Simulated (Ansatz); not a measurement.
# PBE/def2-TZVPPD run of HCl (hydrogen chloride)

What is the electronic atomisation energy of HCl (hydrogen chloride) at PBE/def2-TZVPPD? 

Program for the calculation: Ansatz 0.2.0.

32 further runs of the same task are left out: 32 set aside as unsound or not needed.

### Step 1. The system as given

HCl: 2 atoms, total charge 0, spin state singlet. As SMILES, `Cl`. The coordinates come from a PBE0-D4/def2-TZVP relaxation.

Bond lengths: Cl1–H2 1.279 Å.

### Step 2. A single-point energy at PBE/def2-TZVPPD

File job.yaml:

```yaml
crystal:
  periodic: [false, false, false]
  atoms:
    - {symbol: Cl, position_ang: [0.546000, -0.178500, 0.280800]}
    - {symbol: H, position_ang: [-0.546000, 0.178500, -0.280800]}
basis:
  gaussian: {orbitals: def2-TZVPPD.json}
hamiltonian: {xc: pbe}
accuracy: high
output: {orbitals: {seedname: orbitals}}
```

The basis set def2-TZVPPD is read from a file made from the Basis Set Exchange's data (not shown).

Run with:

```sh
ansatz run job.yaml --threads 1 --pin off --max-ram 3480MiB --events-out events.jsonl --progress --plain --runs-dir runs
```

Output:

```text
Warning: RAYON_NUM_THREADS=1 ignored (pool sized by the plan → 1); use --threads N
Functional definition: PBE
  name "PBE"
  parameter kappa = 0.804
  parameter beta = 0.06672455060314922
  exchange = pbe_x(kappa = kappa, mu = beta*pi^2/3)
  correlation = pbe_c(beta = beta)
849 factors; integrals over basis functions are off by at most 3.7e-9 eV
mean field evaluation 1: about -12534.0017 eV, gradient 1.2e1 eV
mean field evaluation 2: about -12533.9527 eV, gradient 1.4e1 eV
mean field evaluation 4: about -12534.3544 eV, gradient 8.3e-1 eV
mean field evaluation 8: about -12534.3558 eV, gradient 2.0e-3 eV
mean field evaluation 16: about -12534.3558 eV, gradient 5.2e-8 eV
mean field -12534.35581458 eV, -460.6290800942 hartree, gradient 1.6e-8 eV, S^2 0.000000; 0 other end points of the search recorded, 0 dependent functions left out
reference -12534.35581861 eV, -460.6290802422 hartree; 9, 9 occupied and 59, 59 virtual orbitals, 849 factors
Total energy: -12534.35581861 eV, -460.6290802422 hartree
```

Run time: 1.1 s. Hardware: 1 thread of Arm Neoverse V2, shared host; peak memory 0.11 GiB.

### Step 3. The Cl atom

File job.yaml:

```yaml
crystal:
  periodic: [false, false, false]
  atoms:
    - symbol: Cl
      position_ang: [0.000000, 0.000000, 0.000000]
basis:
  gaussian: {orbitals: def2-TZVPPD.json}
accuracy: high
hamiltonian: {xc: {name: PBE}}
magnetization: {spin_polarized: true, initial_magnetization: 1}
```

The basis set def2-TZVPPD is read from a file made from the Basis Set Exchange's data (not shown).

Run the same way, it converges to -459.95936 Eh (log not shown).

### Step 4. The H atom at the same level

File molecule.yaml:

```yaml
basis:
  gaussian: {orbitals: def2-TZVPPD.json}
crystal:
  periodic: [false, false, false]
  atoms:
    - {symbol: H, position_ang: [0.000000, 0.000000, 0.000000]}
magnetization: {spin_polarized: true, initial_magnetization: 1}
hamiltonian: {xc: {name: PBE}}
accuracy: high
```

The basis set def2-TZVPPD is read from a file made from the Basis Set Exchange's data (not shown).

Run the same way, it converges to -0.49962 Eh (log not shown).

### Step 5. What came out

At PBE/def2-TZVPPD:

```
                     quantity          value
       molecule: total energy  -460.62908 Eh
        molecule: HOMO energy       -8.04 eV
        molecule: LUMO energy       -0.98 eV
      molecule: HOMO–LUMO gap        7.06 eV
        Cl atom: total energy  -459.95936 Eh
                Cl atom: ⟨S²⟩          0.753
         H atom: total energy    -0.49962 Eh
                 H atom: ⟨S²⟩          0.750
electronic atomisation energy       4.629 eV
```

Taking the molecule apart into free atoms costs 4.63 eV (107 kcal/mol), before zero-point energy and without spin-orbit coupling.
